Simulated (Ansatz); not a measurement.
Run this with the Python package of Ansatz (0.2.0) and show what comes out.

`nsi_tae.py`:
```python
'''Atomisation energy of NSi at the given geometry.'''

from collections import Counter
from dataclasses import dataclass
import logging
import sys

import ansatz as az

logging.basicConfig(stream=sys.stdout, format='[%(levelname)s] %(message)s')
logger = logging.getLogger('calc')
logger.setLevel(logging.INFO)


@dataclass(frozen=True)
class Options:
    basis: str = 'aug-cc-pVDZ'
    xc: str = 'cam_b3lyp'


settings = Options()


def energy_of(molecule, charge=0, unpaired=0):
    calc = (
        molecule.calculation()
        .basis(gaussian=settings.basis)
        .functional(settings.xc)
    )
    if charge:
        calc = calc.charge(charge)
    if unpaired:
        calc = calc.spin('collinear', total=unpaired)
    report = calc.run(threads=1).report
    if report['published_state_doubts']:
        print('  doubts:', report['published_state_doubts'])
    return report['free_energy_ev']


def main() -> None:
    nsi = (
        az.Crystal.molecule()
        .atom('Si', (0.0, 0.0, 0.0))
        .atom('N', (0.0, 0.0, 1.77))
    )

    # unpaired electrons of the ground-state atoms
    unpaired = {'Si': 2, 'N': 3}
    counts = Counter(site.symbol for site in nsi.cartesian_sites)
    atom_energy = {s: energy_of(az.Crystal.molecule().atom(s, (0, 0, 0)), 0, unpaired[s]) for s in counts}
    whole = energy_of(nsi, 0, 1)
    for s, e in atom_energy.items():
        logger.info(f'{s:2s} x{counts[s]}  {e:14.5f} eV')
    logger.info(f'NSi: {whole:.5f} eV')
    split = sum(counts[s] * e for s, e in atom_energy.items()) - whole
    logger.info(f'atomisation energy (no zero-point term): {split:.3f} eV, {split / sum(counts.values()):.3f} eV an atom')


if __name__ == '__main__':
    main()
```

```console
$ python nsi_tae.py
[INFO] Si x1     -7874.28055 eV
[INFO] N  x1     -1484.98944 eV
[INFO] NSi: -9363.22215 eV
[INFO] atomisation energy (no zero-point term): 3.952 eV, 1.976 eV an atom
```

3.952 eV from the electronic energies, without the zero-point term.

What to keep in mind:
- Total energies depend on the basis set; only differences at equal settings carry meaning.
- The geometry is a force-field or estimated start, not a minimum of this method, and the basis set is short of its limit. All parts are taken at fixed geometry, without zero-point energy.
- The species is open-shell (spin multiplicity 2).
- For Al to Cl the sets with a tight d function, cc-pV(X+d)Z, are usual.
- The spin state was assumed, and another may lie lower.
- Timing: 9.7 s on 1 thread of Arm Neoverse N1 (shared host), peak memory 0.18 GiB.
